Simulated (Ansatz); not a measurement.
# ClH6NOSn: the cost of one run

Program: Ansatz 0.2.0. Level of theory: RKS B3LYP/def2-SVP. These are calculated values, not measurements.

## (1) The system as given

Bond lengths: Sn1–O2 2.310 Å, O2–H3 1.010 Å, Sn1–H4 1.740 Å, Sn1–H5 1.739 Å, Sn1–Cl6 2.408 Å, Sn1–N7 2.400 Å, N7–H8 1.060 Å, N7–H9 1.060 Å. Angles: Sn1–O2–H3 109.5°, O2–Sn1–H4 109.4°, O2–Sn1–H5 109.5°, O2–Sn1–Cl6 109.5°, O2–Sn1–N7 71.6°, H4–Sn1–H5 109.5°, H4–Sn1–Cl6 109.5°, H4–Sn1–N7 75.8°, H5–Sn1–Cl6 109.5°, H5–Sn1–N7 173.4°, Cl6–Sn1–N7 64.4°, Sn1–N7–H8 120.0°, Sn1–N7–H9 120.0°, H8–N7–H9 120.0°.

Structure file:

```xyz
10

Sn    0.0000    0.0000    0.0000
O     0.0000    0.0000    2.3100
H    -0.9095   -0.2814    2.6471
H     1.6408    0.0000   -0.5794
H    -0.8195    1.4198   -0.5794
Cl   -1.1351   -1.9666   -0.8025
N     0.8930   -2.0952    0.7568
H     0.3572   -2.9932    0.5836
H     1.8233   -2.1225    1.2642
H     0.5385   -1.2633    1.9180
```

## (2) A restrained relaxation towards end A

Springs on the bonds that form and break draw the guess towards this end; the thresholds are loose.

The input, input.yaml:

```yaml
crystal:
  periodic: [false, false, false]
  atoms:
    - { symbol: Sn, position_ang: [0.0, 0.0, 0.0] }
    - { symbol: O, position_ang: [0.0, 0.0, 2.31] }
    - { symbol: H, position_ang: [-0.9095, -0.2814, 2.6471] }
    - { symbol: H, position_ang: [1.6408, 0.0, -0.5794] }
    - { symbol: H, position_ang: [-0.8195, 1.4198, -0.5794] }
    - { symbol: Cl, position_ang: [-1.1351, -1.9666, -0.8025] }
    - { symbol: "N", position_ang: [0.893, -2.0952, 0.7568] }
    - { symbol: H, position_ang: [0.3572, -2.9932, 0.5836] }
    - { symbol: H, position_ang: [1.8233, -2.1225, 1.2642] }
    - { symbol: H, position_ang: [0.5385, -1.2633, 1.918] }
basis:
  gaussian: { orbitals: def2-SVP }
hamiltonian:
  xc: b3lyp
relax:
  f_tol: 0.15
  max_steps: 25
  restrain:
    - { distance: [0, 6], at: 3.3, k: 30.0 }
    - { distance: [9, 1], at: 2.21, k: 30.0 }
    - { distance: [0, 1], at: 1.96, k: 30.0 }
    - { distance: [9, 6], at: 1.06, k: 30.0 }
```

Started as:

```
$ ansatz run input.yaml --threads 2 --pin off --max-ram 3072MiB --backend cpu --events-out ev --progress --plain --runs-dir out
```

What time and memory should one allow on 2 threads of Intel Xeon 6975P-C (Granite Rapids), shared host?

About 32 s, with a peak of 0.25 GiB.
